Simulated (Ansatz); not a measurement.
PtF2: single point with r2SCAN+U

Crystal: PtF2.

```
Pt F
1.0
     1.56477    0.90342    4.73090
    -1.56477    0.90342    4.73090
     0.00000   -1.80685    4.73090
Pt F
1 2
Direct
  0.00000 0.00000 0.00000
  0.25200 0.25200 0.25200
  0.74800 0.74800 0.74800
```

The cell was built by a generator and needn't be a form met in nature.

| Quantity | Value |
| --- | --- |
| Program | Ansatz 0.2.0 |
| Task | single point |
| Functional | r2SCAN |
| Potentials or basis | Ansatz PAW |
| Cutoff | 500 eV (not typed: the program's choice for these potentials) |
| k mesh | 7 × 7 × 7 |
| Occupations | gaussian, width 0.05 eV |
| Spin | collinear spin, ferromagnetic start |
| Starting moments | [0.5, 0.0, 0.0] μB |
| Hubbard terms | Pt d U = 5 eV |

| Property | Result |
| --- | --- |
| Pressure | 23.2 GPa |
| Largest force | 1.475 eV/Å |
| Band gap on the k mesh | 2.16 eV, indirect (least direct gap 2.27 eV) |
| Net moment | 2.00 μB per cell |
| Absolute moment | 2.03 μB per cell |
| Site moments | Pt +1.35; F +0.18 μB |

Forces on the atoms (eV/Å):
```
Pt   0.000  0.000  0.000
F    0.000  0.000 -1.475
F    0.000  0.000  1.475
```

Stress tensor (GPa, compression positive):
```
28.24  0.00  0.00
 0.00 28.24  0.00
 0.00  0.00 13.06
```

Levels at points of the mesh, in eV from the valence-band top:
Spin up:
```csv
k point,band 15,band 16,band 17,band 18,band 19,band 20
"(0.00, 0.00, 0.00)",-2.01,-0.11,-0.11,2.16,9.07,12.82
```
Spin down:
```csv
k point,band 12,band 13,band 14,band 15,band 16,band 17,band 18,band 19
"(0.00, 0.00, 0.00)",-3.01,-2.73,-2.73,-1.46,2.68,4.64,4.64,9.29
```

Eigenvalues of the final occupation matrices:
```tsv
site	spin	trace	eigenvalues
site 1	1	4.98	0.99 0.99 1.00 1.00 1.00
site 1	2	3.37	0.19 0.19 1.00 1.00 1.00
```

It took 9.6 s on 2 threads of Arm Neoverse V1, with other jobs on the host, peak memory 0.48 GiB.

Caveat: the magnetic or orbital state may not be the lowest; odd divisions of the mesh miss points on the zone boundary, where band edges often lie, so the gap on the mesh can be too wide; spin-orbit coupling is left out, which moves the levels of the heavy elements; the PAW data sets come from PBE, with cores solved anew for the run's functional, which leaves a small shift of forces and pressure; forces of over 1 eV/Å show positions far from the minimum, so gaps and moduli don't describe the material at rest. A k mesh can miss the band edges.
